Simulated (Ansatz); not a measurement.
# CH₆O₂Si₂: how energies converge with the basis set

Aim: see how fast density functionals converge with the basis set for CH₆O₂Si₂.

The runs use Ansatz 0.2.0, Gaussian basis; one geometry, several basis sets.

Plan: PBE0-D4/def2-SVP; ωB97M-V/def2-SVP; PBE0-D4/def2-QZVPP; ωB97M-V/def2-QZVPP; the functionals' def2-TZVPP values are taken from earlier runs.

**1. The relaxed structure**

An earlier PBE0-D4 in a triple-zeta def2 set relaxation fixed the geometry.

SMILES `C1O[SiH2]O[SiH2]1`, 11 atoms, charge 0, spin multiplicity 1.

Atoms are counted from 1 here; the program's logs count them from 0.

Bond lengths: C1–O2 1.432 Å, C1–Si5 1.912 Å, C1–H6 1.094 Å, C1–H7 1.094 Å, O2–Si3 1.649 Å, Si3–O4 1.650 Å, Si3–H8 1.482 Å, Si3–H9 1.482 Å, O4–Si5 1.655 Å, Si5–H10 1.485 Å, Si5–H11 1.485 Å. Angles: O2–C1–Si5 106.8°, O2–C1–H6 108.9°, O2–C1–H7 108.8°, Si5–C1–H6 112.4°, Si5–C1–H7 112.5°, H6–C1–H7 107.3°, C1–O2–Si3 117.7°, O2–Si3–O4 102.9°, O2–Si3–H8 111.0°, O2–Si3–H9 110.8°, O4–Si3–H8 110.7°, O4–Si3–H9 110.8°, H8–Si3–H9 110.4°, Si3–O4–Si5 114.2°, C1–Si5–O4 98.4°, C1–Si5–H10 113.6°, C1–Si5–H11 113.6°, O4–Si5–H10 110.8° and more.

**2. PBE0-D4 in def2-SVP**

Input file in.yaml:

```yaml
crystal:
  periodic: [false, false, false]
  atoms:
    - {symbol: C, position_ang: [0.638694, 1.100596, 0.169424]}
    - {symbol: O, position_ang: [-0.640273, 0.943704, 0.794898]}
    - {symbol: Si, position_ang: [-1.429390, -0.488056, 0.577557]}
    - {symbol: O, position_ang: [-0.399564, -1.332704, -0.395704]}
    - {symbol: Si, position_ang: [0.985205, -0.516523, -0.789544]}
    - {symbol: H, position_ang: [1.389464, 1.297467, 0.941086]}
    - {symbol: H, position_ang: [0.606718, 1.976614, -0.485607]}
    - {symbol: H, position_ang: [-1.622725, -1.188398, 1.869229]}
    - {symbol: H, position_ang: [-2.733121, -0.274552, -0.093519]}
    - {symbol: H, position_ang: [1.086001, -0.327068, -2.258800]}
    - {symbol: H, position_ang: [2.184290, -1.248282, -0.308419]}
basis:
  gaussian: {orbitals: def2-SVP}
hamiltonian: {xc: pbe0, dispersion: d4}
output: {orbitals: {seedname: orbitals}}
```

Further steps of the session: ωB97M-V in def2-SVP; PBE0-D4 in def2-QZVPP; ωB97M-V in def2-QZVPP.

Before running them: what should the planned runs give, taken together? Wanted: PBE0-D4: double and triple zeta above quadruple; ωB97M-V: double and triple zeta above quadruple.

As calculated:

| quantity | value |
| --- | --- |
| PBE0-D4: double and triple zeta above quadruple | 13.05, 0.86 eV |
| ωB97M-V: double and triple zeta above quadruple | 13.16, 0.80 eV |

**Reading.** For PBE0-D4 the step from double to triple zeta gains 12.18 eV and the next only 0.86 eV. These are total energies; as a rule much of such shifts cancels in differences, which this series doesn't test. The LUMO of ωB97M-V is positive and keeps falling with the basis (2.35 to 1.24 eV): an unbound level that the basis holds in place.
